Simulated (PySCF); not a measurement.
# LiBe: changing the method

What do other methods print for LiBe?

Program: PySCF 2.14.0. Level of theory: each script names its method and basis. These are calculated values, not measurements.

**1. Starting geometry**

LiBe: 2 atoms, charge 0, spin multiplicity 2.

Bond lengths: Li1–Be2 2.133 Å.

**2. Base script**

File input.py:

```python
from pyscf import gto, dft

mol = gto.M(
    atom='Li 0 0 0; Be 0 0 2.133',
    basis='x2c-svpall',
    charge=0,
    spin=1,
    verbose=4,
)
mf = dft.UKS(mol, xc='blyp')
mf = mf.sfx2c1e()
mf.kernel()
mf.stability(internal=True, external=True)
mf.dip_moment()
print('orbital energies (hartree):', [e[max(0, n-3):n+3].round(4) for e, n in zip(mf.mo_energy, mol.nelec)])
```

On the command line:

```bash
> OMP_NUM_THREADS=1 python input.py
```

**3. TDDFT**

Run 1 changes step after the SCF: stability → tddft; number of roots: none → 8.

Edit input.py of step 2 so:

```diff
@@ -1,2 +1,2 @@
-from pyscf import gto, dft
+from pyscf import gto, dft, tdscf
 
@@ -12,3 +12,6 @@
 mf.kernel()
-mf.stability(internal=True, external=True)
+td = tdscf.TDDFT(mf)
+td.nstates = 8
+td.kernel()
+td.analyze()
 mf.dip_moment()
```

**4. EOM-EA (UHF)**

Run 2 changes step after the SCF: stability → eomea; SCF type: UKS → UHF; functional: blyp → none (Hartree–Fock); number of roots: none → 8.

File input.py:

```python
from pyscf import gto, scf, cc

mol = gto.M(
    atom='Li 0 0 0; Be 0 0 2.133',
    basis='x2c-svpall',
    charge=0,
    spin=1,
    verbose=4,
)
mf = scf.UHF(mol)
mf = mf.sfx2c1e()
mf.kernel()
mycc = cc.CCSD(mf)
mycc.kernel()
e = mycc.eaccsd(nroots=8)[0]
print('roots (eV) =', (e*27.211386).round(3))
mf.dip_moment()
print('orbital energies (hartree):', [e[max(0, n-3):n+3].round(4) for e, n in zip(mf.mo_energy, mol.nelec)])
```

**5. Gradient**

Run 3 changes step after the SCF: stability → gradient.

Edit input.py of step 2 so:

```diff
@@ -12,3 +12,5 @@
 mf.kernel()
-mf.stability(internal=True, external=True)
+g = mf.nuc_grad_method()
+g.grid_response = True
+g.kernel()
 mf.dip_moment()
```

**6. Frequency run**

Run 4 changes step after the SCF: stability → frequency.

Edit input.py of step 2 so:

```diff
@@ -1,2 +1,3 @@
 from pyscf import gto, dft
+from pyscf.hessian import thermo
 
@@ -12,3 +13,4 @@
 mf.kernel()
-mf.stability(internal=True, external=True)
+hess = mf.Hessian().kernel()
+print('wavenumber (cm^-1) =', thermo.harmonic_analysis(mol, hess)['freq_wavenumber'].round(1))
 mf.dip_moment()
```

**Question.** What will these runs give? Wanted: for each run, E(SCF); from base; gap, α spin; SCF dipole; after the SCF.

As calculated:

```
          run  E(SCF) (hartree)  from base (eV)  cycles  gap, α spin (eV)  SCF dipole (D)                                    after the SCF
         base        -22.128380               0       9              0.69            2.62                     unstable: UHF/UKS -> GHF/GKS
        TDDFT        -22.128380          0.0000       9              0.69            2.62                        lowest root found 1.29 eV
 EOM-EA (UHF)        -21.972427  not comparable      14              5.56            4.22  CCSD correlation -1.155 eV, first root -0.06 eV
     gradient        -22.128380          0.0000       9              0.69            2.62                                              n/a
frequency run        -22.128380          0.0000       9              0.69            2.62                            highest mode 678 cm⁻¹
```

**Reading.** Total energies from different bases, Hamiltonians or methods carry different errors, so properties are taken as differences within one set-up.
